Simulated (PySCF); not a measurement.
# C9H10: excited states, first hyperpolarisability

What do calculations give for the excited states, first hyperpolarisability of C9H10 (`C=C(C)c1ccccc1`)?

Computed with PySCF 2.14.0 and routines of our own; the level stands in each step. Atoms count from 0.

## 1. The starting structure

19 atoms, charge 0, multiplicity 1; geometry from: GFN2-xTB.

## 2. Relaxing the molecule at PBE0-D3(BJ)/def2-SVP

Job settings and geometry (Å):

```
{"job": {"xc": "PBE0", "basis": "def2-SVP", "d3": "d3bj", "grid": 2, "kind": "geom"}, "charge": 0, "multiplicity": 1}
C     -1.834668    -0.777278     1.518986
C     -1.417878    -0.275674     0.361142
C     -2.383976     0.082666    -0.730669
C      0.011188    -0.035118     0.095272
C      0.433741     1.065204    -0.648298
C      1.778020     1.286129    -0.884963
C      2.727609     0.404115    -0.398396
C      2.321353    -0.701090     0.330480
C      0.978609    -0.916560     0.576433
H     -2.878368    -0.960901     1.711598
H     -1.156008    -1.002303     2.323476
H     -2.479326     1.164782    -0.816804
H     -2.038400    -0.301833    -1.689033
H     -3.368336    -0.326038    -0.517522
H     -0.291807     1.767148    -1.031085
H      2.086061     2.151250    -1.454782
H      3.776907     0.574782    -0.589699
H      3.055587    -1.400092     0.704863
H      0.669890    -1.789938     1.131539
```

Command:

```bash
> OMP_NUM_THREADS=1 python excited_run.py task.json out
```

This one command runs all jobs of the session in turn.

Output:

```text
step   0  E = -348.30668353  max force = 0.011705
step   1  E = -348.30893267  max force = 0.001428
step   2  E = -348.30898205  max force = 0.000555
step   3  E = -348.30901048  max force = 0.001883
step   4  E = -348.30905230  max force = 0.001129
step   5  E = -348.30906780  max force = 0.000699
step   6  E = -348.30906791  max force = 0.001659
step   7  E = -348.30907635  max force = 0.000090
optimisation converged
```

It took 2.1 min on 1 thread of Arm Neoverse V1, shared host; peak memory 0.8 GiB.

Relaxation path:

```csv
step,energy from step 0 (eV),largest force component (eV/Å)
0,0.0000,0.6019
1,-0.0612,0.0734
2,-0.0625,0.0285
3,-0.0633,0.0968
4,-0.0645,0.0581
5,-0.0649,0.0359
6,-0.0649,0.0853
7,-0.0651,0.0046
```

Close pairs (by a distance rule), those that changed most:

| bond | before (Å) | after (Å) | change (Å) |
| --- | --- | --- | --- |
| C0–H10 | 1.076 | 1.092 | +0.016 |
| C0–H9 | 1.077 | 1.093 | +0.016 |
| C0–C1 | 1.329 | 1.342 | +0.014 |
| C2–H12 | 1.089 | 1.102 | +0.013 |
| C2–H11 | 1.090 | 1.102 | +0.013 |
| C6–H16 | 1.080 | 1.093 | +0.012 |
| C7–H17 | 1.081 | 1.093 | +0.012 |
| C8–H18 | 1.080 | 1.092 | +0.012 |

The end geometry stands in the next job.

| at the end point | value |
| --- | --- |
| point group (found at 0.08 Å tolerance) | C1 |
| rotational constants (GHz, main isotopes) | 3.588, 1.204, 0.928 |
| dipole moment (D) | 0.34 |

## 3. Excited states: TDA wB97X-D/aug-cc-pVDZ

Job settings and geometry (Å):

```
{"job": {"kind": "states", "xc": "wB97X-D", "basis": "aug-cc-pVDZ", "tda": true, "soc": true, "nstates": 6, "ntriplets": 5, "nquad": 4}, "charge": 0, "multiplicity": 1}
C     -2.010470    -1.032882     1.440304
C     -1.588447    -0.412955     0.326819
C     -2.571495     0.078679    -0.697251
C     -0.147377    -0.170918     0.067211
C      0.271486     0.890962    -0.749404
C      1.623911     1.133190    -0.980756
C      2.592441     0.309737    -0.412179
C      2.193568    -0.762443     0.386501
C      0.843464    -1.000559     0.618394
H     -3.073957    -1.220230     1.608906
H     -1.320274    -1.353536     2.223783
H     -2.589243     1.180152    -0.740404
H     -2.309675    -0.276279    -1.706809
H     -3.589557    -0.258132    -0.459822
H     -0.469030     1.551957    -1.203419
H      1.921405     1.973454    -1.612950
H      3.653045     0.495107    -0.597679
H      2.942406    -1.427679     0.823538
H      0.546065    -1.862236     1.219666
```

Method: TDA wB97X-D/aug-cc-pVDZ excited states, vertical, gas phase, spin-orbit mean-field couplings.

Output:

```text
coarse grid: 15976 points
cycle   1  E = -348.8216411699  dE =  1.709e+00  |g| = 2.968e-01  |ddm| = 4.179e+01
cycle   2  E = -348.8434727707  dE = -2.183e-02  |g| = 1.765e-01  |ddm| = 4.848e+00
cycle   3  E = -348.8511127486  dE = -7.640e-03  |g| = 4.357e-02  |ddm| = 1.529e+00
cycle   4  E = -348.8515087822  dE = -3.960e-04  |g| = 2.600e-02  |ddm| = 5.479e-01
cycle   5  E = -348.8516898636  dE = -1.811e-04  |g| = 2.190e-03  |ddm| = 1.782e-01
cycle   6  E = -348.8516920588  dE = -2.195e-06  |g| = 1.194e-03  |ddm| = 4.294e-02
final grid: 154592 points
cycle   7  E = -348.8689901877  dE = -1.546e-04  |g| = 4.764e-03  |ddm| = 1.979e+00
cycle   8  E = -348.8689950937  dE = -4.906e-06  |g| = 3.366e-03  |ddm| = 1.844e-01
cycle   9  E = -348.8689979206  dE = -2.827e-06  |g| = 5.229e-04  |ddm| = 4.200e-02
cycle  10  E = -348.8689979704  dE = -4.971e-08  |g| = 4.564e-04  |ddm| = 1.490e-02
cycle  11  E = -348.8689980261  dE = -5.574e-08  |g| = 4.199e-05  |ddm| = 3.172e-03
cycle  12  E = -348.8689980268  dE = -7.212e-10  |g| = 2.347e-05  |ddm| = 6.424e-04
converged SCF energy = -348.8689980268

Singlet excitations
state   eV       nm        f     d(h-e)  d(exc)  Lambda  PR(NTO)  |dmu|/D   mu/D   main configurations
  1   5.1664   240.0   0.00522   0.096   3.043   0.538   1.972    0.314    0.558   H->L+4 0.47, H-1->L 0.41
  2   5.3923   229.9   0.38693   0.053   3.351   0.785   1.167    0.747    1.052   H->L 0.89
  3   6.0583   204.7   0.00556   0.484   4.637   0.213   1.093    2.891    3.039   H->L+1 0.71
  4   6.5147   190.3   0.16735   0.428   3.698   0.546   2.080    1.475    1.638   H->L+4 0.36, H-1->L 0.35
  5   6.5537   189.2   0.00869   0.637   5.237   0.184   1.259                     H->L+2 0.52, H->L+3 0.14, H->L+1 0.10
  6   6.6229   187.2   0.02817   0.103   4.965   0.241   1.440                     H->L+3 0.49, H->L+2 0.15

Triplet excitations (Tamm-Dancoff)
state   eV     d(h-e)  d(exc)  Lambda  PR(NTO)   main configurations
  1   3.4846   0.088   2.824   0.757   1.250   H->L 0.82
  2   4.4572   0.038   2.422   0.730   2.239   H-1->L+4 0.52, H-2->L 0.21
  3   4.6049   0.078   2.918   0.533   1.879   H->L+4 0.46, H-1->L 0.36
  4   4.8730   0.045   2.631   0.705   2.344   H-1->L+4 0.34, H-2->L 0.31, H->L+13 0.08
  5   4.9225   0.081   2.938   0.531   1.804   H-1->L 0.48, H->L+4 0.35
S1 - T1 = 1.6818 eV

Spin-orbit couplings |<S|Hso|T>| (cm-1)
             T1       T2       T3       T4       T5
S0        0.280    0.125    0.564    0.150    0.568
S1        0.459    0.167    0.050    0.343    0.033
S2        0.431    0.598    0.400    0.678    0.505
S3        0.507    0.459    0.382    0.444    0.134
S4        0.514    0.887    0.552    0.353    0.101
S5        1.527    0.215    1.237    0.550    1.002
S6        2.999    0.688    0.592    0.250    0.634
T1 sublevels (cm-1): 0.000 0.000 0.000   radiative rates (1/s): 0.212 0.00539 0.102
```

Wall time 84 s (1 thread of Arm Neoverse V1, shared host); peak memory 1.2 GiB.

From this job:

```csv
quantity,value
S1 less T1,1.68 eV
```

## 4. Excited states: TDDFT CAM-B3LYP/aug-cc-pVDZ

Settings changed since step 3:

```diff
@@ -1,2 +1,2 @@
-{"job": {"kind": "states", "xc": "wB97X-D", "basis": "aug-cc-pVDZ", "tda": true, "soc": true, "nstates": 6, "ntriplets": 5, "nquad": 4}, "charge": 0, "multiplicity": 1}
+{"job": {"kind": "states", "xc": "CAM-B3LYP", "basis": "aug-cc-pVDZ", "tpa": true, "nstates": 8, "nquad": 6, "ntriplets": 0}, "charge": 0, "multiplicity": 1}
 C     -2.010470    -1.032882     1.440304
```

With the program's defaults for keys left out, this is: TDDFT CAM-B3LYP/aug-cc-pVDZ excited states, vertical, gas phase, two-photon moments by quadratic response.

Output:

```text
coarse grid: 15976 points
cycle   1  E = -348.7197298548  dE =  1.612e+00  |g| = 3.280e-01  |ddm| = 5.385e+01
cycle   2  E = -348.7398310095  dE = -2.010e-02  |g| = 2.356e-01  |ddm| = 5.373e+00
cycle   3  E = -348.7540239301  dE = -1.419e-02  |g| = 4.243e-02  |ddm| = 2.214e+00
cycle   4  E = -348.7542633928  dE = -2.395e-04  |g| = 3.229e-02  |ddm| = 4.771e-01
cycle   5  E = -348.7545397052  dE = -2.763e-04  |g| = 2.427e-03  |ddm| = 2.210e-01
cycle   6  E = -348.7545412608  dE = -1.556e-06  |g| = 1.197e-03  |ddm| = 2.982e-02
final grid: 154592 points
cycle   7  E = -348.7839107694  dE = -2.561e-05  |g| = 4.036e-03  |ddm| = 7.261e-01
cycle   8  E = -348.7839118389  dE = -1.070e-06  |g| = 3.666e-03  |ddm| = 9.273e-02
cycle   9  E = -348.7839154345  dE = -3.596e-06  |g| = 5.409e-04  |ddm| = 4.323e-02
cycle  10  E = -348.7839155045  dE = -6.995e-08  |g| = 1.980e-04  |ddm| = 3.695e-03
cycle  11  E = -348.7839155152  dE = -1.073e-08  |g| = 4.340e-05  |ddm| = 2.171e-03
cycle  12  E = -348.7839155157  dE = -4.720e-10  |g| = 1.495e-05  |ddm| = 3.961e-04
converged SCF energy = -348.7839155157

Singlet excitations
state   eV       nm        f     d(h-e)  d(exc)  Lambda  PR(NTO)  |dmu|/D   mu/D   delta(TPA)   sigma/GM   main configurations
  1   5.0916   243.5   0.10766   0.265   3.148   0.613   1.586    0.779    1.056       31.20      0.296   H->L+4 0.34, H->L 0.34, H-1->L 0.23
  2   5.1446   241.0   0.20205   0.185   3.239   0.680   1.411    0.624    0.754        3.45      0.033   H->L 0.60, H-1->L 0.19, H->L+4 0.13
  3   5.8179   213.1   0.00451   0.372   4.722   0.248   1.078    2.154    2.229       63.04      0.782   H->L+1 0.84
  4   6.2076   199.7   0.18848   0.201   3.684   0.538   2.077    0.680    0.911        2.93      0.041   H-1->L 0.45, H->L+4 0.41
  5   6.2852   197.3   0.00611   0.804   5.314   0.200   1.175    3.009    2.984      195.89      2.835   H->L+2 0.69, H->L+3 0.12
  6   6.3526   195.2   0.03299   0.009   4.893   0.283   1.404    0.617    0.867       65.96      0.975   H->L+3 0.59, H-1->L+4 0.11, H->L+2 0.11
  7   6.4280   192.9   0.23373   0.117   3.631   0.600   2.394                                            H-1->L+4 0.42, H-2->L 0.15, H-1->L+1 0.12
  8   6.5280   189.9   0.01241   0.629   4.559   0.241   1.299                                            H-1->L+1 0.67, H-1->L+2 0.09
```

Wall time 2 min (1 thread of Arm Neoverse V1, shared host); peak memory 1.3 GiB.

## 5. First hyperpolarisability: quadratic response CAM-B3LYP/aug-cc-pVDZ

Settings changed since step 4:

```diff
@@ -1,2 +1,2 @@
-{"job": {"kind": "states", "xc": "CAM-B3LYP", "basis": "aug-cc-pVDZ", "tpa": true, "nstates": 8, "nquad": 6, "ntriplets": 0}, "charge": 0, "multiplicity": 1}
+{"job": {"kind": "beta", "xc": "CAM-B3LYP", "basis": "aug-cc-pVDZ"}, "charge": 0, "multiplicity": 1}
 C     -2.010470    -1.032882     1.440304
```

With the program's defaults for keys left out, this is: quadratic response CAM-B3LYP/aug-cc-pVDZ first hyperpolarisability, Taylor convention, gas phase.

Output:

```text
coarse grid: 15976 points
cycle   1  E = -348.7197298548  dE =  1.612e+00  |g| = 3.280e-01  |ddm| = 5.385e+01
cycle   2  E = -348.7398310095  dE = -2.010e-02  |g| = 2.356e-01  |ddm| = 5.373e+00
cycle   3  E = -348.7540239301  dE = -1.419e-02  |g| = 4.243e-02  |ddm| = 2.214e+00
cycle   4  E = -348.7542633928  dE = -2.395e-04  |g| = 3.229e-02  |ddm| = 4.771e-01
cycle   5  E = -348.7545397052  dE = -2.763e-04  |g| = 2.427e-03  |ddm| = 2.210e-01
cycle   6  E = -348.7545412608  dE = -1.556e-06  |g| = 1.197e-03  |ddm| = 2.982e-02
final grid: 154592 points
cycle   7  E = -348.7839107694  dE = -2.561e-05  |g| = 4.036e-03  |ddm| = 7.261e-01
cycle   8  E = -348.7839118389  dE = -1.070e-06  |g| = 3.666e-03  |ddm| = 9.273e-02
cycle   9  E = -348.7839154345  dE = -3.596e-06  |g| = 5.409e-04  |ddm| = 4.323e-02
cycle  10  E = -348.7839155045  dE = -6.995e-08  |g| = 1.980e-04  |ddm| = 3.695e-03
cycle  11  E = -348.7839155152  dE = -1.073e-08  |g| = 4.340e-05  |ddm| = 2.171e-03
cycle  12  E = -348.7839155157  dE = -4.720e-10  |g| = 1.495e-05  |ddm| = 3.961e-04
converged SCF energy = -348.7839155157

Lowest singlets (eV, f): 5.0916 0.1076  5.1446 0.2021  5.8179 0.0045

First hyperpolarisability (au)
process     nm      |vector|   parallel      HRS      DR
static         -       46.19      26.38      22.71   3.263
shg       1907.0       51.22      28.99      24.84   3.361
eope      1907.0       47.78      27.21          -       -
shg       1064.0       65.99      36.38      31.11   3.548
eope      1064.0       51.61      29.19          -       -
```

It took 88 s on 1 thread of Arm Neoverse V1, shared host; peak memory 1.3 GiB.

## 6. Summary of results

| quantity | value |
| --- | --- |
| point group | C1 |
| rotational constants (main isotopes) | 3.59, 1.20, 0.93 GHz |
| S1 less T1 (step 3, TDA wB97X-D/aug-cc-pVDZ) | 1.68 eV |
| β vector (step 5, quadratic response CAM-B3LYP/aug-cc-pVDZ) | static 46, SHG 1907.0 nm 51, SHG 1064.0 nm 66 au |

**Reading.** The optimisation took 7 steps and gained 0.065 eV; among the close pairs (by a distance rule), C0–H10 changed most, from 1.076 to 1.092 Å. In step 3, the number of triplets below S1 is at least 5, and the largest singlet-triplet spin-orbit coupling is S6–T1, 3.00 cm⁻¹. β grows from 46 au (static) to 66 au for doubling at 1064.0 nm: normal dispersion, which grows as twice the photon energy moves toward the bright states.
